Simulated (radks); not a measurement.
# Polarisabilities and dispersion coefficients of Be, B⁺, C²⁺ and others

One table from this session's results is given with a row withheld; the runs are named, their logs left out.

Method: scalar-relativistic Kohn-Sham, exchange-only LDA, spin-polarised, spherical densities, finite nucleus. Code: radks (a radial shooting solver on a logarithmic mesh, Libxc functionals) version 1.

**The atom as given**

- species: Be ([He] 2s2), B⁺ ([He] 2s2), C²⁺ ([He] 2s2), N³⁺ ([He] 2s2), O⁴⁺ ([He] 2s2), F⁵⁺ ([He] 2s2), Ne⁶⁺ ([He] 2s2), Mg⁸⁺ ([He] 2s2)

Set-up of the first run:

Input:

```text
Z 4
configuration [He] 2s2
relativity scalar-relativistic
functional lda,
spin polarised
nucleus finite rms 2.519 fm
c 137.035999084
response adiabatic LDA kernel
```

Among the steps run: Be, [He] 2s2; B⁺, [He] 2s2; C²⁺, [He] 2s2; N³⁺, [He] 2s2; O⁴⁺, [He] 2s2; F⁵⁺, [He] 2s2; Ne⁶⁺, [He] 2s2; Mg⁸⁺, [He] 2s2.

One table of the session follows, with a row left open; its other results are not shown here.

```
species  −ε(HOMO) (eV)  α (bohr³)  α uncoupled (bohr³)  C6 (hartree bohr⁶)  C8 (hartree bohr⁸)
     Be          4.628      47.10                88.45               294.9               16934
     B⁺         18.155      10.94                20.94               30.06               596.6
    C²⁺         38.719      4.254                8.133               6.570               64.26
    N³⁺         66.193      2.094                3.987               2.061               11.70
    O⁴⁺              ?          ?                    ?                   ?                   ?
    F⁵⁺         141.74     0.7339                1.385              0.3637              0.9012
   Ne⁶⁺         189.80     0.4858               0.9127              0.1829              0.3248
   Mg⁸⁺         306.51     0.2441               0.4548             0.05801             0.05857
```

Estimate the missing values for O⁴⁺.

**Answer.** −ε(HOMO) (eV): 100.54; α (bohr³): 1.184; α uncoupled (bohr³): 2.244; C6 (hartree bohr⁶): 0.8044; C8 (hartree bohr⁸): 2.919. In the column «−ε(HOMO) (eV)» it lies between N³⁺ (66.193) and F⁵⁺ (141.74).

Uncoupled leaves out the potential induced by the response; Be is the most polarisable and Mg⁸⁺ the least, a factor 193 apart. C8 is given only where no p, d or f shell is open.
